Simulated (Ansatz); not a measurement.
Geometry optimisation, DFT PBE-D3(BJ), scalar-relativistic, plane waves, PAW (Ansatz).

Input file:

```yaml
crystal:
  lattice:
    - [5.048742, 0.0, 0.0]
    - [2.524371, 4.372339, 0.0]
    - [0.0, 0.0, 16.676426]
  atoms:
    - { symbol: H, position: [0.16666668, 0.16666667, 0.05996489] }
    - { symbol: H, position: [0.66666673, 0.16666667, 0.05996489] }
    - { symbol: H, position: [0.16666669, 0.6666667, 0.05996489] }
    - { symbol: H, position: [0.66666673, 0.6666667, 0.05996489] }
    - { symbol: C, position: [0.16666668, 0.16666667, 0.12592626] }
    - { symbol: C, position: [0.66666673, 0.16666667, 0.12592626] }
    - { symbol: C, position: [0.16666669, 0.6666667, 0.12592626] }
    - { symbol: C, position: [0.66666673, 0.6666667, 0.12592626] }
    - { symbol: C, position: [-0.16666667, 0.33333335, 0.15682528] }
    - { symbol: C, position: [0.33333337, 0.33333335, 0.15682528] }
    - { symbol: C, position: [-0.16666666, 0.83333337, 0.15682528] }
    - { symbol: C, position: [0.33333338, 0.83333337, 0.15682528] }
    - { symbol: C, position: [-0.16666667, 0.33333335, 0.24952232] }
    - { symbol: C, position: [0.33333337, 0.33333335, 0.24952232] }
    - { symbol: C, position: [-0.16666666, 0.83333337, 0.24952232] }
    - { symbol: C, position: [0.33333338, 0.83333337, 0.24952232] }
    - { symbol: C, position: [0.0, 0.0, 0.28042133] }
    - { symbol: C, position: [0.50000004, 0.0, 0.28042133] }
    - { symbol: C, position: [1.0e-08, 0.50000002, 0.28042133] }
    - { symbol: C, position: [0.50000005, 0.50000002, 0.28042133] }
    - { symbol: F, position: [0.55555561, 0.38888891, 0.35717639] }
    - { symbol: H, position: [0.11111113, 0.27777779, 0.31040377] }
basis:
  ecutwfc: 420.0
kpoints:
  mp_grid: { grid: [3, 3, 1] }
hamiltonian:
  xc: pbe
  dispersion: d3bj
  pseudopotentials: { kind: paw, azcp: { folder: soft_1 } }
scf:
  occupations: { method: gaussian, width: 0.05 }
  lower_state_search: "off"
relax:
  f_tol: 0.03
  max_steps: 60
  adjacent_minimum: "off"
  constraints: [{ sites: [0, 1, 2, 3, 4, 5, 6, 7, 8, 9, 10, 11] }]
```

Command:

```bash
$ ansatz run input.yaml --threads 1 --pin off --max-ram 3072MiB --backend cpu --events-out ev --progress --plain --runs-dir out
```

Question: Where does it end, and by what steps?

Answer: The forces met the threshold. Limits of this set-up: coarse k mesh, thin slab, slab without dipole correction. After 9 steps the energy has fallen by 5.059 eV; H22 moved furthest, 1.09 Å.

```
step  energy less start (eV)  largest force component (eV/Å)  accepted
   0                  0.0000                           5.596       yes
   1                 -2.1741                           3.849       yes
   2                 -3.6287                           2.755       yes
   3                 -4.3540                           2.086       yes
   4                 -4.7705                           1.336       yes
   5                 -4.9825                           0.703       yes
   6                 -5.0581                           0.095       yes
   7                 -5.0582                           0.134       yes
   8                 -5.0592                           0.035       yes
   9                 -5.0592                           0.012       yes
```

```xyz
22
Lattice="5.0487 0.0000 0.0000 2.5244 4.3723 0.0000 0.0000 0.0000 16.6764" Properties=species:S:1:pos:R:3
H 1.262 0.729 1.000
H 3.787 0.729 1.000
H 2.524 2.915 1.000
H 5.049 2.915 1.000
C 1.262 0.729 2.100
C 3.787 0.729 2.100
C 2.524 2.915 2.100
C 5.049 2.915 2.100
C 0.000 1.457 2.615
C 2.524 1.457 2.615
C 1.262 3.644 2.615
C 3.787 3.644 2.615
C 0.004 1.421 4.180
C 2.520 1.421 4.180
C 1.262 3.626 4.268
C 3.787 3.623 4.222
C 0.000 -0.036 4.533
C 2.524 -0.036 4.533
C 1.262 2.145 4.700
C 3.787 2.142 4.672
F 3.787 2.107 6.077
H 1.262 2.111 5.796
```

Whether the end is a true minimum wasn't checked by a vibrational analysis.

Run time: 57 s on 1 thread of Arm Neoverse V2 (shared host), peak memory 0.49 GiB.
